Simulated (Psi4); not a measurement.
# BHSClF (SMILES FB(S)Cl) at 4 levels

Aim: a comparison of 4 runs (HF/STO-3G, HF/3-21G, HF/6-31G, HF/def2-TZVP) of BHSClF. 

Program for the calculation: Psi4 1.11.

4 further runs of the same task are left out: 3 that didn't finish, 1 set aside as unsound or not needed.

## (1) Starting point

The species is BHSClF (5 atoms), meant as a singlet with charge 0. As SMILES, `FB(S)Cl`. Geometry: relaxed at PBE0-D4/def2-TZVP. This is one conformer, not always the lowest.

Bond lengths: F1–B2 1.319 Å, B2–S3 1.794 Å, B2–Cl4 1.749 Å, S3–H5 1.344 Å. Angles: F1–B2–S3 121.9°, F1–B2–Cl4 118.8°, S3–B2–Cl4 119.3°, B2–S3–H5 95.1°.

## (2) The energy at HF/STO-3G (run 1)

File bclfhs.json:

```json
{
  "schema_name": "qcschema_input",
  "schema_version": 1,
  "molecule": {
    "schema_name": "qcschema_molecule",
    "schema_version": 2,
    "symbols": ["F", "B", "S", "Cl", "H"],
    "geometry": [-1.00155485, -2.20436552, 1.35096521, -0.80332258, -0.28534864, -0.22601124, 2.0023538, 1.60815693, -0.39873221, -3.35672052, 0.42405454, -2.20153094, 3.25354147, 0.31841885, 1.39688555],
    "molecular_charge": 0,
    "molecular_multiplicity": 1,
    "fix_symmetry": "c1",
    "fix_com": true,
    "fix_orientation": true
  },
  "driver": "energy",
  "model": {
    "method": "scf",
    "basis": "STO-3G"
  },
  "keywords": {
    "reference": "rhf",
    "puream": true,
    "e_convergence": 1e-09,
    "d_convergence": 1e-08,
    "scf_type": "pk"
  }
}
```

The run is started by

```
$ psi4 --qcschema bclfhs.json -n 1 --memory 1600MB
```

stdout:

```text
[...]
  Running in c1 symmetry.
[...]
  Nuclear repulsion =  184.437112368084115
[...]
  Multiplicity = 1
[...]
  Nalpha       = 24
  Nbeta        = 24
[...]
    Number of basis functions: 29
[...]
   @RHF iter   1:  -970.75985220536052   -1.56769e+00   1.33383e-02 DIIS/ADIIS
[...]
   @RHF iter  11:  -970.88200755380512   -6.82121e-13   2.82809e-09 DIIS
[...]
    Orbital Energies [Eh]
    ---------------------
    Doubly Occupied:
       1A   -103.690851     2A    -90.789454     3A    -26.008683
       4A    -10.375476     5A     -8.689228     6A     -7.819161
       7A     -7.814433     8A     -7.813915     9A     -7.537421
      10A     -6.321449    11A     -6.319182    12A     -6.316856
      13A     -1.553445    14A     -1.039063    15A     -0.934481
      16A     -0.660690    17A     -0.591950    18A     -0.568194
      19A     -0.566811    20A     -0.452159    21A     -0.418335
      22A     -0.410030    23A     -0.376454    24A     -0.315237
[...]
  @RHF Final Energy:  -970.88200755380512
   => Energetics <=
    Nuclear Repulsion Energy =            184.4371123680841151
    One-Electron Energy =               -1715.8723215669940600
    Two-Electron Energy =                 560.5532016451047639
    Total Energy =                       -970.8820075538051242
[...]
 Multipole Moments:
 ------------------------------------------------------------------------------------
     Multipole            Electronic (a.u.)      Nuclear  (a.u.)        Total (a.u.)
 ------------------------------------------------------------------------------------
 L = 1.  Multiply by 2.5417464519 to convert [e a0] to [Debye]
 Dipole X            :         35.5364436          -34.8036531            0.7327905
 Dipole Y            :        -12.2104096           11.9918240           -0.2185856
 Dipole Z            :         31.9605675          -31.3802251            0.5803424
 Magnitude           :                                                    0.9599786
[...]
```

The result, in JSON:

```text
{
 "driver": "energy",
 "model": {
  "method": "scf",
  "basis": "STO-3G"
 },
 "success": true,
 "return_result": -970.8820075538051,
 "properties": {
  "calcinfo_nbasis": 29,
  "calcinfo_nmo": 29,
  "calcinfo_nalpha": 24,
  "calcinfo_nbeta": 24,
  "calcinfo_natom": 5,
  "nuclear_repulsion_energy": 184.43711236808412,
  "return_energy": -970.8820075538051,
  "scf_one_electron_energy": -1715.872321566994,
  "scf_two_electron_energy": 560.5532016451048,
  "scf_dipole_moment": [0.7327905103227508, -0.218585617815787, 0.5803423729276602],
  "scf_total_energy": -970.8820075538051,
  "scf_iterations": 11
 }
}
```

It took 1.8 s on 1 thread of Intel Xeon Platinum 8259CL at 2.50GHz (Skylake/Cascade Lake), shared host; peak memory 0.18 GiB.

## (3) Energy and gradient at HF/3-21G (run 2)

File job.json:

```json
{
  "schema_name": "qcschema_input",
  "schema_version": 1,
  "molecule": {
    "schema_name": "qcschema_molecule",
    "schema_version": 2,
    "symbols": ["F", "B", "S", "Cl", "H"],
    "geometry": [-1.00155485, -2.20436552, 1.35096521, -0.80332258, -0.28534864, -0.22601124, 2.0023538, 1.60815693, -0.39873221, -3.35672052, 0.42405454, -2.20153094, 3.25354147, 0.31841885, 1.39688555],
    "molecular_charge": 0,
    "molecular_multiplicity": 1,
    "fix_symmetry": "c1",
    "fix_com": true,
    "fix_orientation": true
  },
  "driver": "gradient",
  "model": {
    "method": "hf",
    "basis": "3-21G"
  },
  "keywords": {
    "puream": true,
    "e_convergence": 1e-09,
    "d_convergence": 1e-08,
    "scf_type": "pk"
  }
}
```

The run is started by

```
$ psi4 --qcschema job.json -n 1 --memory 1600MB
```

stdout:

```text
[...]
  Running in c1 symmetry.
[...]
  Nuclear repulsion =  184.437112368084115
[...]
  Multiplicity = 1
[...]
  Nalpha       = 24
  Nbeta        = 24
[...]
    Number of basis functions: 46
[...]
   @RHF iter   1:  -976.94006513418913   -3.34482e-01   7.18243e-03 DIIS/ADIIS
[...]
   @RHF iter  11:  -977.00640976300917   -2.61480e-12   5.74552e-09 DIIS
[...]
    Orbital Energies [Eh]
    ---------------------
    Doubly Occupied:
       1A   -104.125230     2A    -91.345855     3A    -26.235340
       4A    -10.522867     5A     -8.950557     6A     -7.985971
       7A     -7.982143     8A     -7.981838     9A     -7.748095
      10A     -6.625285    11A     -6.623074    12A     -6.620422
      13A     -1.663249    14A     -1.155105    15A     -1.043367
      16A     -0.803873    17A     -0.730276    18A     -0.716752
      19A     -0.669058    20A     -0.557430    21A     -0.510159
      22A     -0.501862    23A     -0.483167    24A     -0.427000
[...]
  @RHF Final Energy:  -977.00640976300917
   => Energetics <=
    Nuclear Repulsion Energy =            184.4371123680841151
    One-Electron Energy =               -1718.8710875951733215
    Two-Electron Energy =                 557.4275654640799758
    Total Energy =                       -977.0064097630091737
[...]
 Multipole Moments:
 ------------------------------------------------------------------------------------
     Multipole            Electronic (a.u.)      Nuclear  (a.u.)        Total (a.u.)
 ------------------------------------------------------------------------------------
 L = 1.  Multiply by 2.5417464519 to convert [e a0] to [Debye]
 Dipole X            :         35.3619942          -34.8036531            0.5583411
 Dipole Y            :        -12.2139552           11.9918240           -0.2221312
 Dipole Z            :         31.8713756          -31.3802251            0.4911505
 Magnitude           :                                                    0.7760901
[...]
  -Total Gradient:
     Atom            X                  Y                   Z
    ------   -----------------  -----------------  -----------------
       1       -0.000027373113     0.018549761197    -0.016285274091
       2       -0.000149139886    -0.012625943050     0.011005560752
       3       -0.006916841864    -0.000948992174    -0.002851041501
       4        0.014957554486    -0.002925779439     0.010495008225
       5       -0.007864199609    -0.002049046552    -0.002364253379
[...]
```

The result, in JSON:

```text
{
 "driver": "gradient",
 "model": {
  "method": "hf",
  "basis": "3-21G"
 },
 "success": true,
 "return_result": [-2.7373112652440135e-05, 0.01854976119672963, -0.01628527409111019, -0.0001491398856044157, -0.0126259430504011, 0.01100556075164344, -0.006916841863531073, -0.0009489921743934815, -0.002851041501428786, 0.014957554486183688, -0.0029257794393363207, 0.010495008224898461, -0.007864199608830405, -0.0020490465515455303, -0.002364253378511705],
 "properties": {
  "calcinfo_nbasis": 46,
  "calcinfo_nmo": 46,
  "calcinfo_nalpha": 24,
  "calcinfo_nbeta": 24,
  "calcinfo_natom": 5,
  "nuclear_repulsion_energy": 184.43711236808412,
  "return_energy": -977.0064097630092,
  "return_gradient": [-2.7373112652440135e-05, 0.01854976119672963, -0.01628527409111019, -0.0001491398856044157, -0.0126259430504011, 0.01100556075164344, -0.006916841863531073, -0.0009489921743934815, -0.002851041501428786, 0.014957554486183688, -0.0029257794393363207, 0.010495008224898461, -0.007864199608830405, -0.0020490465515455303, -0.002364253378511705],
  "scf_one_electron_energy": -1718.8710875951733,
  "scf_two_electron_energy": 557.42756546408,
  "scf_dipole_moment": [0.558341084379606, -0.2221311557245187, 0.49115053629592254],
  "scf_total_energy": -977.0064097630092,
  "scf_total_gradient": [-2.7373112652440135e-05, 0.01854976119672963, -0.01628527409111019, -0.0001491398856044157, -0.0126259430504011, 0.01100556075164344, -0.006916841863531073, -0.0009489921743934815, -0.002851041501428786, 0.014957554486183688, -0.0029257794393363207, 0.010495008224898461, -0.007864199608830405, -0.0020490465515455303, -0.002364253378511705],
  "scf_iterations": 11
 }
}
```

Run time: 2.1 s. Hardware: 1 thread of Intel Xeon Platinum 8259CL at 2.50GHz (Skylake/Cascade Lake), shared host; peak memory 0.19 GiB.

## (4) Energy and one-electron properties at HF/6-31G (C-PCM water) (run 3)

File bclfhs.inp:

```
memory 1600 MB

molecule geom {
  F     -0.530000    -1.166500     0.714900
  B     -0.425100    -0.151000    -0.119600
  S      1.059600     0.851000    -0.211000
  Cl    -1.776300     0.224400    -1.165000
  H      1.721700     0.168500     0.739200
  symmetry c1
}

set globals {
  basis 6-31G
  scf_type direct
  s_orthogonalization canonical
  damping_percentage 10
  maxiter 100
  pcm true
}

pcm = {
  Units = Angstrom
  Medium {
    SolverType = CPCM
    Solvent = Water
  }
  Cavity {
    Type = GePol
    RadiiSet = UFF
    Scaling = False
    Area = 0.5
    Mode = Implicit
  }
}

E, wfn = energy('scf', return_wfn=True)
oeprop(wfn, 'NO_OCCUPATIONS', 'WIBERG_LOWDIN_INDICES', title='SCF')
```

The run is started by

```
$ psi4 -i bclfhs.inp -o bclfhs.out -n 1
```

bclfhs.out:

```text
[...]
  Running in c1 symmetry.
[...]
  Nuclear repulsion =  184.437112351664581
[...]
  Multiplicity = 1
[...]
  Nalpha       = 24
  Nbeta        = 24
[...]
    Number of basis functions: 46
[...]
   @DF-RHF iter   1:  -981.66533833086999   -2.97821e-01   7.13682e-03 DIIS/ADIIS
[...]
   @RHF iter  19:  -981.72935159945155   -3.36270e-07   1.53992e-08 DIIS/DAMP=10%
[...]
    Orbital Energies [Eh]
    ---------------------
    Doubly Occupied:
       1A   -104.832576     2A    -91.959260     3A    -26.340730
       4A    -10.577642     5A     -8.984736     6A     -8.046010
       7A     -8.042239     8A     -8.041959     9A     -7.782430
      10A     -6.666436    11A     -6.664475    12A     -6.661938
      13A     -1.661765    14A     -1.148487    15A     -1.025443
      16A     -0.801217    17A     -0.726151    18A     -0.711532
      19A     -0.656409    20A     -0.548816    21A     -0.504605
      22A     -0.493891    23A     -0.477876    24A     -0.412615
[...]
  @RHF Final Energy:  -981.72935159945155
   => Energetics <=
    Nuclear Repulsion Energy =            184.4371123516645810
    One-Electron Energy =               -1724.3105008511638516
    Two-Electron Energy =                 558.1537968230625211
    PCM Polarization Energy =              -0.0097599230148014
    Total Energy =                       -981.7293515994515474
[...]
 Multipole Moments:
 ------------------------------------------------------------------------------------
     Multipole            Electronic (a.u.)      Nuclear  (a.u.)        Total (a.u.)
 ------------------------------------------------------------------------------------
 L = 1.  Multiply by 2.5417464519 to convert [e a0] to [Debye]
 Dipole X            :         -2.6925354            3.3949842            0.7024487
 Dipole Y            :         -1.6067545            1.4345763           -0.1721782
 Dipole Z            :         -0.0190780            0.5429553            0.5238772
 Magnitude           :                                                    0.8930436
[...]
```

It took 8.7 s on 1 thread of Intel Xeon Platinum 8259CL at 2.50GHz (Skylake/Cascade Lake), shared host; peak memory 0.2 GiB.

## (5) Energy and forces at HF/def2-TZVP (run 4)

File job.py:

```python
import psi4

psi4.set_memory(1600000000)
psi4.set_num_threads(1)
psi4.core.set_output_file('psi4.out', False)

geom = psi4.geometry("""
F     -0.530000    -1.166500     0.714900
B     -0.425100    -0.151000    -0.119600
S      1.059600     0.851000    -0.211000
Cl    -1.776300     0.224400    -1.165000
H      1.721700     0.168500     0.739200
units angstrom
symmetry c1
""")

psi4.set_options({
    'basis': 'def2-TZVP',
    'puream': True,
    'e_convergence': 1e-09,
    'd_convergence': 1e-08,
    'scf_type': 'pk',
})

result = psi4.gradient('scf')
print('gradient / Eh bohr^-1')
print(result.np.round(6))
for k, v in sorted(psi4.core.scalar_variables().items()):
    print(f'{k:45s} {v:18.10f}')
```

The run is started by

```
$ python job.py
```

psi4.out:

```text
[...]
  Running in c1 symmetry.
[...]
  Nuclear repulsion =  184.437112351664581
[...]
  Multiplicity = 1
[...]
  Nalpha       = 24
  Nbeta        = 24
[...]
    Number of basis functions: 142
[...]
   @RHF iter   1:  -981.88708855731602   -4.92525e-01   2.82650e-03 DIIS/ADIIS
[...]
   @RHF iter  12:  -981.94993630787553   -9.09495e-12   4.29236e-09 DIIS
[...]
    Orbital Energies [Eh]
    ---------------------
    Doubly Occupied:
       1A   -104.845842     2A    -91.976251     3A    -26.328443
       4A    -10.576099     5A     -8.983479     6A     -8.042868
       7A     -8.041763     8A     -8.041631     9A     -7.744747
      10A     -6.664810    11A     -6.663991    12A     -6.663429
      13A     -1.645158    14A     -1.131872    15A     -1.008859
      16A     -0.802627    17A     -0.720133    18A     -0.706618
      19A     -0.655451    20A     -0.556014    21A     -0.501097
      22A     -0.498452    23A     -0.475931    24A     -0.412058
[...]
  @RHF Final Energy:  -981.94993630787553
   => Energetics <=
    Nuclear Repulsion Energy =            184.4371123516645810
    One-Electron Energy =               -1725.3988491234777030
    Two-Electron Energy =                 559.0118004639375613
    Total Energy =                       -981.9499363078755323
[...]
 Multipole Moments:
 ------------------------------------------------------------------------------------
     Multipole            Electronic (a.u.)      Nuclear  (a.u.)        Total (a.u.)
 ------------------------------------------------------------------------------------
 L = 1.  Multiply by 2.5417464519 to convert [e a0] to [Debye]
 Dipole X            :         -2.9646333            3.3949842            0.4303509
 Dipole Y            :         -1.4093190            1.4345763            0.0252573
 Dipole Z            :         -0.3366513            0.5429553            0.2063039
 Magnitude           :                                                    0.4779133
[...]
  -Total Gradient:
     Atom            X                  Y                   Z
    ------   -----------------  -----------------  -----------------
       1       -0.001415508165    -0.011895005598     0.009665237033
       2        0.002580616618     0.012040048009    -0.009170535721
       3       -0.007195953658     0.004850703456    -0.008088018810
       4        0.003835550542     0.000387756405     0.001694420914
       5        0.002195294679    -0.005383502268     0.005898896585
[...]
```

The script printed:

```text
gradient / Eh bohr^-1
[[-0.001416 -0.011895  0.009665]
 [ 0.002581  0.01204  -0.009171]
 [-0.007196  0.004851 -0.008088]
 [ 0.003836  0.000388  0.001694]
 [ 0.002195 -0.005384  0.005899]]
CURRENT ENERGY                                   -981.9499363079
CURRENT REFERENCE ENERGY                         -981.9499363079
DD SOLVATION ENERGY                                 0.0000000000
HF KINETIC ENERGY                                 981.9278745780
HF POTENTIAL ENERGY                             -1963.8778108859
HF TOTAL ENERGY                                  -981.9499363079
HF VIRIAL RATIO                                     2.0000224678
NUCLEAR REPULSION ENERGY                          184.4371123517
ONE-ELECTRON ENERGY                             -1725.3988491235
PCM POLARIZATION ENERGY                             0.0000000000
PE ENERGY                                           0.0000000000
SCF ITERATION ENERGY                             -981.9499363079
SCF ITERATIONS                                     12.0000000000
SCF TOTAL ENERGY                                 -981.9499363079
TWO-ELECTRON ENERGY                               559.0118004639
```

It took 30 s on 1 thread of Intel Xeon Platinum 8259CL at 2.50GHz (Skylake/Cascade Lake), shared host; peak memory 0.97 GiB.

## (6) The series

| run | level | task | integrals | energy (Eh) | dipole moment (D) | HOMO energy (eV) | LUMO energy (eV) | wall time |
| --- | --- | --- | --- | --- | --- | --- | --- | --- |
| 1 | HF/STO-3G | energy | pk | -970.882008 | 2.44 | -8.58 | 7.05 | 1.8 s |
| 2 | HF/3-21G | gradient | pk | -977.006410 | 1.97 | -11.62 | 3.04 | 2.1 s |
| 3 | HF/6-31G (C-PCM water) | properties | direct | -981.729352 | 2.27 | -11.23 | 3.38 | 8.7 s |
| 4 | HF/def2-TZVP | gradient | pk | -981.949936 | 1.21 | -11.21 | 3.13 | 30 s |

## (7) Results

```
                       quantity          value
            run 4: total energy  -981.94994 Eh
           run 4: dipole moment         1.21 D
             run 4: HOMO energy      -11.21 eV
             run 4: LUMO energy        3.13 eV
           run 4: HOMO–LUMO gap       14.35 eV
run 4: largest force on an atom     0.791 eV/Å
```

In words: The dipole moment (its size) runs from 1.21 D (HF/def2-TZVP) to 2.44 D (HF/STO-3G). The HOMO–LUMO gap runs from 14.35 eV (HF/def2-TZVP) to 15.63 eV (HF/STO-3G). In run 1 the basis is minimal, so the values are rough. All runs together took 43 s, the longest 30 s.
